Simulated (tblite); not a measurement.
# C7H16B2: the cost of one run

Computed with tblite 0.8.0 and PySCF 2.14.0, with density-fitted response routines of our own, on a single molecule in the gas phase. Atoms are numbered from 0 throughout.

### Step 1. The starting structure

25 atoms, charge 0, multiplicity 1; geometry from: force field or distance geometry start.

Bonds of the start (Å): B0–C1 1.59, C1–B2 1.63, B2–C3 1.60, B2–C4 1.59, C1–C5 1.52, C5–C6 1.34, C5–C7 1.52, C7–C8 1.53, B0–H9 1.19, B0–H10 1.19, C1–H11 1.11, C3–H12 1.12, C3–H13 1.12, C3–H14 1.10, C4–H15 1.10, C4–H16 1.11, C4–H17 1.11, C6–H18 1.08, C6–H19 1.08, C7–H20 1.12, C7–H21 1.11, C8–H22 1.10, C8–H23 1.11, C8–H24 1.11.

### Step 2. Optimising the geometry with GFN2-xTB

The job: settings as JSON, then the geometry in Å.

```
{"job": {"kind": "relax", "xc": "GFN2-xTB", "basis": "xTB"}, "charge": 0, "multiplicity": 1}
B      0.219600     1.489300    -1.965200
C      0.470400     0.134200    -1.178500
B      1.430400     0.308800     0.125200
C      1.555200     1.717100     0.880300
C      2.134400    -0.983400     0.726700
C     -0.839400    -0.546900    -0.799100
C     -1.148100    -1.734000    -1.339500
C     -1.809300     0.122200     0.156100
C     -1.864000    -0.607500     1.497500
H     -0.184800     2.438600    -1.372400
H     -0.107200     1.419700    -3.102300
H      1.046600    -0.511300    -1.873100
H      0.549800     2.059900     1.223400
H      2.206400     1.602500     1.781400
H      2.005000     2.472900     0.215200
H      2.819100    -1.405600    -0.029400
H      2.719000    -0.724300     1.631800
H      1.367400    -1.744800     0.982100
H     -0.477700    -2.235800    -2.019300
H     -2.082900    -2.224900    -1.089900
H     -2.832000     0.134200    -0.301100
H     -1.529600     1.176400     0.335000
H     -2.203100    -1.645300     1.377500
H     -2.590100    -0.090800     2.167300
H     -0.866000    -0.597000     1.979300
```

Command:

```sh
OMP_NUM_THREADS=1 python probes_run.py task.json out
```

This one command runs all jobs of the session in turn.

**Question.** How long does this first job take on 1 thread of Arm Neoverse N1, shared host, and how much memory does it need?

About 1.9 s, with a peak of 0.18 GiB.
